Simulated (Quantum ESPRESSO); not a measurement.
A calculation with Quantum ESPRESSO 7.5 of AgWS4 (ASE script, structure from a POSCAR):

Contents of run.py:

```python
import numpy as np
from ase.calculators.espresso import Espresso, EspressoProfile
from ase.io import read

atoms = read('POSCAR')

input_data = {
    'control': {'calculation': 'scf', 'prefix': 'pwscf', 'outdir': './tmp', 'tprnfor': True, 'tstress': True, 'disk_io': 'nowf'},
    'system': {'ecutwfc': 60.0, 'ecutrho': 440.0, 'nbnd': 39, 'occupations': 'smearing', 'smearing': 'fd', 'degauss': 0.00367493},
    'electrons': {'conv_thr': 1.2e-09, 'electron_maxstep': 120, 'mixing_beta': 0.5},
}
pseudopotentials = {'W': 'W_pbe_v1.2.uspp.F.UPF', 'Ag': 'Ag_ONCV_PBE-1.0.oncvpsp.upf', 'S': 's_pbe_v1.4.uspp.F.UPF'}
profile = EspressoProfile(command='pw.x', pseudo_dir='pseudo')
dft = Espresso(profile=profile, input_data=input_data, pseudopotentials=pseudopotentials, kpts=(6, 6, 6), koffset=(0, 0, 0))
atoms.calc = dft

print(f'energy {atoms.get_potential_energy():.8f} eV')
print('forces (eV/A)')
print(np.round(atoms.get_forces(), 6))
print('stress (eV/A^3, Voigt)')
print(np.round(atoms.get_stress(), 8))
print(f'Fermi level {dft.get_fermi_level():.4f} eV')
```

File POSCAR:

```
AgWS4
1.0
    0.0000000000      4.2450740400      4.2450740400
    4.2450740400      0.0000000000      4.2450740400
    4.2450740400      4.2450740400      0.0000000000
Ag W S
1 1 4
Direct
    0.0000000000      0.0000000000      0.0000000000
    0.7500000000      0.7500000000      0.7500000000
    0.3565754600      0.3565754600      0.3565754600
    0.3565754600      0.3565754600      0.9302736200
    0.3565754600      0.9302736200      0.3565754600
    0.9302736200      0.3565754600      0.3565754600
```

Potentials or basis: SSSP 1.3 efficiency PBE.

Run with:

```sh
$ OMP_NUM_THREADS=1 python run.py
```

The cell was built by a generator and needn't be a form met in nature.

Problem. Write the same calculation in another form: native input, structure typed inline.

Solution. As run:

Contents of pw.in:

```
&CONTROL
  calculation = 'scf'
  prefix = 'pwscf'
  outdir = './tmp'
  pseudo_dir = './pseudo'
  tprnfor = .true.
  tstress = .true.
  disk_io = 'low'
/
&SYSTEM
  ibrav = 0
  nat = 6
  ntyp = 3
  ecutwfc = 60
  ecutrho = 440
  nbnd = 39
  occupations = 'smearing'
  smearing = 'fd'
  degauss = 0.00367493
/
&ELECTRONS
  conv_thr = 1.2d-09
  electron_maxstep = 120
  mixing_beta = 0.5
/
ATOMIC_SPECIES
Ag   107.8682 Ag_ONCV_PBE-1.0.oncvpsp.upf
W    183.8400 W_pbe_v1.2.uspp.F.UPF
S     32.0600 s_pbe_v1.4.uspp.F.UPF
CELL_PARAMETERS angstrom
   0.0000000000    4.2450740400    4.2450740400
   4.2450740400    0.0000000000    4.2450740400
   4.2450740400    4.2450740400    0.0000000000
ATOMIC_POSITIONS crystal
Ag     0.0000000000    0.0000000000    0.0000000000
W      0.7500000000    0.7500000000    0.7500000000
S      0.3565754600    0.3565754600    0.3565754600
S      0.3565754600    0.3565754600    0.9302736200
S      0.3565754600    0.9302736200    0.3565754600
S      0.9302736200    0.3565754600    0.3565754600
K_POINTS automatic
6 6 6 0 0 0
```

pp_density.in

```
&INPUTPP
  prefix = 'pwscf'
  outdir = './tmp'
  filplot = 'density.dat'
  plot_num = 0
/
&PLOT
  nfile = 1
  filepp(1) = 'density.dat'
  iflag = 3
  output_format = 6
  fileout = 'density.cube'
/
```

pp_potential.in

```
&INPUTPP
  prefix = 'pwscf'
  outdir = './tmp'
  filplot = 'potential.dat'
  plot_num = 11
/
&PLOT
  nfile = 1
  filepp(1) = 'potential.dat'
  iflag = 3
  output_format = 6
  fileout = 'potential.cube'
/
```

Potentials or basis: SSSP 1.3 efficiency PBE.

The run is started by

```console
$ OMP_NUM_THREADS=1 pw.x -in pw.in > pw.out
$ OMP_NUM_THREADS=1 pp.x -in pp_density.in > pp_density.out
$ OMP_NUM_THREADS=1 pp.x -in pp_potential.in > pp_potential.out
```

Both were run:

|  | ASE script, structure from a POSCAR | native input, structure typed inline |
| --- | --- | --- |
| Pressure | -11.8 GPa | -11.8 GPa |
| Largest force | 0.260 eV/Å | 0.260 eV/Å |
| Band gap on the k mesh | none (metal or under the smearing width) | none (metal or under the smearing width) |

Keys that steer only the numerical path or the files written may differ.
